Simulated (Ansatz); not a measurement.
Predict the output of the script below (Ansatz's Python interface).

`run_kconv.py`:
```python
"""k-point test for ScGa3."""

import logging
import sys

import ansatz as az
import numpy as np
from tabulate import tabulate

logging.basicConfig(stream=sys.stdout, format="%(levelname)s %(message)s")
logger = logging.getLogger("ansatz_job")
logger.setLevel(logging.INFO)

ECUT = 600
XC = "r2scan"
SMEARING = "cold"
SIGMA = 0.1

vectors = np.array([
    [4.095, 0.0, 0.0],
    [0.0, 4.095, 0.0],
    [0.0, 0.0, 4.095],
])
crystal = (
    az.Lattice.of(vectors)
    .atom("Sc", (0.0, 0.0, 0.0))
    .atom("Ga", (0.0, 0.5, 0.5))
    .atom("Ga", (0.5, 0.0, 0.5))
    .atom("Ga", (0.5, 0.5, 0.0))
)

setup = (
    crystal.calculation()
    .basis(ECUT)  # a bare number is in eV
    .pseudopotentials("paw")
    .functional(XC)
    .occupations(SMEARING, width=SIGMA)
    .forces()  # minus the gradient of the free energy
    .stress()
)

rows = []
for value in [(2, 2, 2), (3, 3, 3), (4, 4, 4), (5, 5, 5), (6, 6, 6), (7, 7, 7)]:
    summary = setup.kpoints(*value).run().report
    rows.append((value, summary["free_energy_ev"] / len(summary["lattice"]["sites"]), summary["n_iterations"], sum(summary["stress_gpa"][i][i] for i in range(3)) / 3, max(abs(f) for row in summary["forces_ev_ang"] for f in row), summary["n_kpoints"]))

print(tabulate(rows, headers=["mesh", "F/atom (eV)", "iterations", "P (GPa)", "max component (eV/A)", "k-points"], floatfmt=".4f", tablefmt="grid"))

# the last row is the reference
for row in rows[:-1]:
    shift = 1000 * (row[1] - rows[-1][1])
    logger.info(f"{row[0]}: {shift:+.2f} meV/atom" + ("  (within 5 meV)" if abs(shift) < 5 else ""))
```

Output of `python run_kconv.py`:
```text
+-----------+---------------+--------------+-----------+------------------------+------------+
| mesh      |   F/atom (eV) |   iterations |   P (GPa) |   max component (eV/A) |   k-points |
+===========+===============+==============+===========+========================+============+
| (2, 2, 2) |    -3378.2149 |            7 |    2.1855 |                 0.0000 |          4 |
+-----------+---------------+--------------+-----------+------------------------+------------+
| (3, 3, 3) |    -3378.3194 |            8 |   -1.9982 |                 0.0000 |          4 |
+-----------+---------------+--------------+-----------+------------------------+------------+
| (4, 4, 4) |    -3378.3703 |            8 |    0.2289 |                 0.0000 |         10 |
+-----------+---------------+--------------+-----------+------------------------+------------+
| (5, 5, 5) |    -3378.3735 |            7 |   -1.5393 |                 0.0000 |         10 |
+-----------+---------------+--------------+-----------+------------------------+------------+
| (6, 6, 6) |    -3378.3773 |            8 |   -0.8328 |                 0.0000 |         20 |
+-----------+---------------+--------------+-----------+------------------------+------------+
| (7, 7, 7) |    -3378.3629 |            8 |   -1.4145 |                 0.0000 |         20 |
+-----------+---------------+--------------+-----------+------------------------+------------+
INFO (2, 2, 2): +147.98 meV/atom
INFO (3, 3, 3): +43.48 meV/atom
INFO (4, 4, 4): -7.42 meV/atom
INFO (5, 5, 5): -10.61 meV/atom
INFO (6, 6, 6): -14.47 meV/atom
```

Notes:
- No spin polarisation was allowed.
- Forces vanish by symmetry here and test nothing.
- Pressure is positive in compression.
- The starting cell is as deposited in a crystallographic database; the results hold for this polymorph, which needn't be the stable one.
- Shifts are counted from the finest mesh, which is itself no proven limit.
- Wall time of the script: 30 s on 1 thread of Intel(R) Xeon(R) Processor @ 2.30GHz, on a shared host, peak memory 0.79 GiB.
